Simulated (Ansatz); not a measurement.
# Ga4AsN3: the cost of one run

Computed with Ansatz 0.2.0 (DFT PBE, scalar-relativistic, plane waves, PAW, unless a step's input says otherwise).

1 further run of the same task is left out (it didn't finish).

## (1) Starting point

Symmetry: P4/mmm, No. 123, tetragonal system. Conventional cell: a = 3.572 Å, b = 3.572 Å, c = 10.104 Å, α = 90.00°, β = 90.00°, γ = 90.00°. Ga (site symmetry 4/mmm) has 6 N at 2.53 Å as nearest neighbours. Around Ga (site symmetry 4mm) lie 1 As at 2.53 Å and 5 N at 2.53 Å. Ga (site symmetry 4/mmm) is surrounded by 2 N at 2.53 Å and 4 As at 2.53 Å. As (site symmetry 4/mmm) is surrounded by 6 Ga at 2.53 Å. Around N (site symmetry 4mm) lie 6 Ga at 2.53 Å. N (site symmetry 4/mmm) has 6 Ga at 2.53 Å as nearest neighbours.

Coordinates:

```
Ga As N
1.0
     3.57213    0.00000    0.00000
     0.00000    3.57213    0.00000
     0.00000    0.00000   10.10351
Ga As N
4 1 3
Cartesian
  0.0000 0.0000 0.0000
  1.7861 1.7861 2.5259
  0.0000 0.0000 5.0518
  1.7861 1.7861 7.5776
  1.7861 1.7861 5.0518
  0.0000 0.0000 7.5776
  1.7861 1.7861 0.0000
  0.0000 0.0000 2.5259
```

The start is an ordering of an alloy on its end members' structure types: elements ordered on the sites of the GaN type, As/N on N (P4/mmm, No. 123).

## (2) Probe: one point on a coarse mesh

input.yaml

```yaml
crystal:
  lattice:
    - [3.57213116, 0.0, 0.0]
    - [0.0, 3.57213116, 0.0]
    - [0.0, 0.0, 10.10351265]
  atoms:
    - { symbol: Ga, position: [0.0, 0.0, 0.0] }
    - { symbol: Ga, position: [0.5, 0.5, 0.25] }
    - { symbol: Ga, position: [0.0, 0.0, 0.5] }
    - { symbol: Ga, position: [0.5, 0.5, 0.75] }
    - { symbol: As, position: [0.5, 0.5, 0.5] }
    - { symbol: "N", position: [0.0, 0.0, 0.75] }
    - { symbol: "N", position: [0.5, 0.5, 0.0] }
    - { symbol: "N", position: [0.0, 0.0, 0.25] }
basis:
  ecutwfc: 420
kpoints:
  mp_grid: { grid: [6, 6, 2] }
hamiltonian:
  xc: pbe
scf:
  occupations: { method: gaussian, width: 0.1 }
  lower_state_search: "off"
output:
  forces: true
  stress: true
  eigenvalues: true
```

On the command line:

```bash
$ ansatz run input.yaml --threads 1 --pin off --max-ram 2560MiB --backend cpu --events-out ev --progress --plain --runs-dir out
```

What time and memory should one allow on 1 thread of Intel Xeon at 2.50GHz (Skylake/Cascade Lake), shared host?

About 19 s, with a peak of 0.46 GiB.
